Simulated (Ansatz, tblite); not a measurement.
# C26H18F6: rung by rung

How do method and basis change the picture of C26H18F6 (singlet)?

Program: Ansatz 0.2.0, Gaussian basis. Level of theory: as each input shows. These are calculated values, not measurements.

The runs, in order: GFN1-xTB, GFN2-xTB, PBE-D4/def2-TZVP, r2SCAN-D4/def2-TZVP, PBE-D4/def2-SVP, PBE0-D4/def2-SVP.

1 further run of the same task is left out (set aside as unsound or not needed). Runs told in other sessions of the task aren't counted.

## 1. The relaxed structure

The geometry is that of the singlet, from an earlier relaxation (PBE-D4/def2-SVP).

50 atoms, charge 0, spin multiplicity 1.

Bond lengths: F1–C2 1.359 Å, C2–F3 1.354 Å, C2–F4 1.359 Å, C2–C5 1.495 Å, C5–C6 1.352 Å, C5–H33 1.101 Å, C6–C7 1.462 Å, C6–H34 1.103 Å, C7–C8 1.414 Å, C7–C32 1.419 Å, C8–C9 1.396 Å, C8–H35 1.101 Å, C9–C10 1.417 Å, C9–H36 1.101 Å, C10–C11 1.457 Å, C10–C31 1.422 Å, C11–C12 1.365 Å, C11–H37 1.103 Å and more. Angles: F1–C2–F3 107.4°, F1–C2–F4 106.6°, F1–C2–C5 111.1°, F3–C2–F4 107.4°, F3–C2–C5 113.0°, F4–C2–C5 111.1°, C2–C5–C6 123.0°, C2–C5–H33 114.1°, C6–C5–H33 123.0°, C5–C6–C7 127.3°, C5–C6–H34 117.2°, C7–C6–H34 115.5°, C6–C7–C8 119.1°, C6–C7–C32 123.3°, C8–C7–C32 117.5°, C7–C8–C9 121.2°, C7–C8–H35 119.0°, C9–C8–H35 119.7° and more.

PBE0-D4/def2-TZVP was run before; its log isn't repeated, and its numbers join the tables.

## 2. GFN1-xTB

Tight binding, by tblite at 300 K electronic temperature and without a spin-polarisation term:

```python
tblite.interface.Calculator('GFN1-xTB', numbers, positions, charge=0, uhf=0).singlepoint()
```

Energy -2597.8414 eV, HOMO -11.29 eV, LUMO -9.36 eV; 0.11 s.

## 3. GFN2-xTB

Tight binding, by tblite at 300 K electronic temperature and without a spin-polarisation term:

```python
tblite.interface.Calculator('GFN2-xTB', numbers, positions, charge=0, uhf=0).singlepoint()
```

Energy -2535.8354 eV, HOMO -10.37 eV, LUMO -8.44 eV; 0.1 s.

## 4. PBE-D4/def2-TZVP

start.molden holds the orbitals of an earlier run on this state, given as this run's starting guess.

Contents of in.yaml:

```yaml
crystal:
  periodic: [false, false, false]
  atoms:
    - {symbol: F, position_ang: [-11.419590, 1.542580, -0.663923]}
    - {symbol: C, position_ang: [-10.887383, 0.550198, 0.096500]}
    - {symbol: F, position_ang: [-11.284786, -0.627277, -0.440204]}
    - {symbol: F, position_ang: [-11.462909, 0.651637, 1.323422]}
    - {symbol: C, position_ang: [-9.400707, 0.679393, 0.187306]}
    - {symbol: C, position_ang: [-8.551796, -0.288726, -0.224788]}
    - {symbol: C, position_ang: [-7.091114, -0.262778, -0.180033]}
    - {symbol: C, position_ang: [-6.367463, -1.378333, -0.662290]}
    - {symbol: C, position_ang: [-4.972004, -1.399225, -0.641662]}
    - {symbol: C, position_ang: [-4.225227, -0.305821, -0.137120]}
    - {symbol: C, position_ang: [-2.769571, -0.377002, -0.140991]}
    - {symbol: C, position_ang: [-1.901903, 0.581559, 0.295525]}
    - {symbol: C, position_ang: [-0.446886, 0.514109, 0.284919]}
    - {symbol: C, position_ang: [0.284296, -0.607248, -0.193260]}
    - {symbol: C, position_ang: [1.674052, -0.621836, -0.187525]}
    - {symbol: C, position_ang: [2.424782, 0.483628, 0.296822]}
    - {symbol: C, position_ang: [3.881530, 0.520315, 0.318239]}
    - {symbol: C, position_ang: [4.731622, -0.442148, -0.139737]}
    - {symbol: C, position_ang: [6.191636, -0.400508, -0.121752]}
    - {symbol: C, position_ang: [6.936709, 0.664334, 0.446907]}
    - {symbol: C, position_ang: [8.331487, 0.656412, 0.432775]}
    - {symbol: C, position_ang: [9.030129, -0.418437, -0.151036]}
    - {symbol: C, position_ang: [10.536204, -0.392049, -0.218051]}
    - {symbol: F, position_ang: [11.062380, -1.639683, -0.263766]}
    - {symbol: F, position_ang: [10.973213, 0.261943, -1.325710]}
    - {symbol: F, position_ang: [11.076128, 0.242448, 0.851095]}
    - {symbol: C, position_ang: [8.313248, -1.487665, -0.713581]}
    - {symbol: C, position_ang: [6.915893, -1.475151, -0.695856]}
    - {symbol: C, position_ang: [1.696400, 1.599191, 0.778217]}
    - {symbol: C, position_ang: [0.301698, 1.614424, 0.771490]}
    - {symbol: C, position_ang: [-4.955847, 0.813401, 0.348101]}
    - {symbol: C, position_ang: [-6.346156, 0.833558, 0.326892]}
    - {symbol: H, position_ang: [-9.058117, 1.631687, 0.619806]}
    - {symbol: H, position_ang: [-8.998185, -1.207137, -0.640829]}
    - {symbol: H, position_ang: [-6.920963, -2.243240, -1.060311]}
    - {symbol: H, position_ang: [-4.434023, -2.280609, -1.024818]}
    - {symbol: H, position_ang: [-2.357462, -1.314388, -0.551988]}
    - {symbol: H, position_ang: [-2.313935, 1.522447, 0.698794]}
    - {symbol: H, position_ang: [-0.254210, -1.485974, -0.576752]}
    - {symbol: H, position_ang: [2.196968, -1.512549, -0.564720]}
    - {symbol: H, position_ang: [4.309872, 1.441320, 0.749377]}
    - {symbol: H, position_ang: [4.304675, -1.356747, -0.585037]}
    - {symbol: H, position_ang: [6.414249, 1.511275, 0.915196]}
    - {symbol: H, position_ang: [8.892755, 1.486128, 0.886114]}
    - {symbol: H, position_ang: [8.856164, -2.333554, -1.159239]}
    - {symbol: H, position_ang: [6.360209, -2.317354, -1.136797]}
    - {symbol: H, position_ang: [2.249169, 2.470767, 1.162232]}
    - {symbol: H, position_ang: [-0.235370, 2.497887, 1.150220]}
    - {symbol: H, position_ang: [-4.417960, 1.684881, 0.749256]}
    - {symbol: H, position_ang: [-6.871891, 1.719948, 0.712573]}
basis:
  gaussian: {orbitals: def2-TZVP, fitting: {mean_field: def2-universal-jkfit}, initial_orbitals: start.molden}
hamiltonian: {xc: pbe, dispersion: d4}
scf: {omitted_lower_state_checks: [starts]}
output: {orbitals: {seedname: orbitals}}
```

Started as:

```sh
$ ansatz run in.yaml --threads 2 --pin off --events-out ev --progress --plain --max-ram 32768MiB --backend cuda --devices 0, --max-vram 18GiB
```

Further steps of the session: r2SCAN-D4/def2-TZVP; PBE-D4/def2-SVP; PBE0-D4/def2-SVP.

Q: Predict the results of all the runs planned. Wanted: gap in def2-TZVP, named functionals, smallest and largest; binding an atom, functionals in def2-TZVP; PBE0 total energy, smallest basis above largest.

As calculated:

```
                                                 quantity                                 value
gap in def2-TZVP, named functionals, smallest and largest   1.92 eV (PBE-D4), 3.28 eV (PBE0-D4)
                binding an atom, functionals in def2-TZVP  5.16 (r2SCAN-D4) to 5.34 eV (PBE-D4)
          PBE0 total energy, smallest basis above largest        47.95 eV (def2-SVP, def2-TZVP)
```

Orbital gaps of the named functionals in def2-TZVP span 1.92 eV (PBE-D4) to 3.28 eV (PBE0-D4); exact exchange widens it.
